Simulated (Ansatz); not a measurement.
# C2H2AlF: up Jacob's ladder to CCSD(T)

One table from this session's results is given with a row withheld; the runs are named, their logs left out.

The runs use Ansatz 0.2.0, Gaussian basis; functionals in def2-TZVPP, the program's frozen cores in correlated methods.

Plan: LDA (SPW92), PBE-D4, revPBE-D4, BLYP-D4, r2SCAN-D4, B97M-V, PBE0-D4, B3LYP-D4, r2SCANh-D4, r2SCAN0-D4, HSE06-D4, BHLYP-D4, CAM-B3LYP-D4, LC-ωPBE, ωB97X-V, ωB97M-V, B2PLYP, PBE-QIDH; CCSD(T)/def2-SVP; CCSD(T)/def2-TZVPP; MP2/def2-QZVPP; extrapolation to the limit; RPA on PBE.

**Structure used throughout**

All runs share one geometry, relaxed beforehand with PBE0-D4 in a triple-zeta def2 set.

6 atoms, charge 0, spin multiplicity 1.

Atoms are counted from 1 here; the program's logs count them from 0.

Bond lengths: F1–Al2 1.638 Å, Al2–C3 1.835 Å, Al2–C4 1.835 Å, C3–C4 1.379 Å, C3–H5 1.089 Å, C4–H6 1.089 Å. Angles: F1–Al2–C3 157.9°, F1–Al2–C4 157.9°, C3–Al2–C4 44.1°, Al2–C3–C4 67.9°, Al2–C3–H5 165.4°, C4–C3–H5 126.7°, Al2–C4–C3 67.9°, Al2–C4–H6 165.4°, C3–C4–H6 126.7°.

Coordinates:

```xyz
6

F    -1.7572   -1.7870    1.2238
Al   -0.7215   -0.7441    0.5008
C     0.8876   -0.0387   -0.0303
C    -0.1793    0.7163   -0.4697
H     1.9429    0.1612   -0.2084
H    -0.1303    1.6283   -1.0625
```

The first run:

Contents of in.yaml:

```yaml
crystal:
  periodic: [false, false, false]
  atoms:
    - {symbol: F, position_ang: [-1.757204, -1.787000, 1.223845]}
    - {symbol: Al, position_ang: [-0.721541, -0.744107, 0.500804]}
    - {symbol: C, position_ang: [0.887555, -0.038694, -0.030274]}
    - {symbol: C, position_ang: [-0.179329, 0.716336, -0.469731]}
    - {symbol: H, position_ang: [1.942868, 0.161182, -0.208393]}
    - {symbol: H, position_ang: [-0.130349, 1.628281, -1.062451]}
basis:
  gaussian: {orbitals: def2-TZVPP}
hamiltonian: {xc: lda}
output: {orbitals: {seedname: orbitals}}
```

Run with:

```bash
ansatz run in.yaml --threads 2 --pin off --events-out ev --progress --plain --max-ram 4352MiB
```

Among the steps run: LDA; PBE-D4 (GGA); revPBE-D4 (GGA); BLYP-D4 (GGA); r2SCAN-D4 (meta-GGA); B97M-V (meta-GGA); PBE0-D4 (hybrid); B3LYP-D4 (hybrid); r2SCANh-D4 (hybrid); r2SCAN0-D4 (hybrid); HSE06-D4 (hybrid); BHLYP-D4 (hybrid); CAM-B3LYP-D4 (range-separated); LC-ωPBE (range-separated); ωB97X-V (range-separated); ωB97M-V (range-separated); B2PLYP (double hybrid); PBE-QIDH (double hybrid).

One table of the session follows, with a row left open; its other results are not shown here.

It belongs to the step «Orbital energies across the functionals». 

```
  functional  HOMO (eV)  gap (eV)
 LDA (SPW92)      -5.76      3.41
      PBE-D4      -5.66      3.56
   revPBE-D4      -5.61      3.65
     BLYP-D4      -5.55      3.51
   r2SCAN-D4      -5.86      4.20
      B97M-V      -5.94      4.04
     PBE0-D4      -6.87      5.65
    B3LYP-D4          ?         ?
  r2SCANh-D4      -6.32      4.93
  r2SCAN0-D4      -7.00      6.03
    HSE06-D4      -6.47      4.87
    BHLYP-D4      -8.03      7.59
CAM-B3LYP-D4      -8.24      7.94
     LC-ωPBE      -9.55     10.52
     ωB97X-V      -9.22     10.02
     ωB97M-V      -9.05      9.55
```

Q: Estimate the row for B3LYP-D4 from the others.

Worked estimate for «HOMO (eV)». Against the share of exact exchange, BLYP-D4 (0, -5.55), BHLYP-D4 (0.5, -8.03) give a slope of -4.96 per unit share; at 0.2 the line stands at -6.54.

As computed: HOMO (eV): -6.69; gap (eV): 5.17. In «HOMO (eV)» the line misses by +0.15.
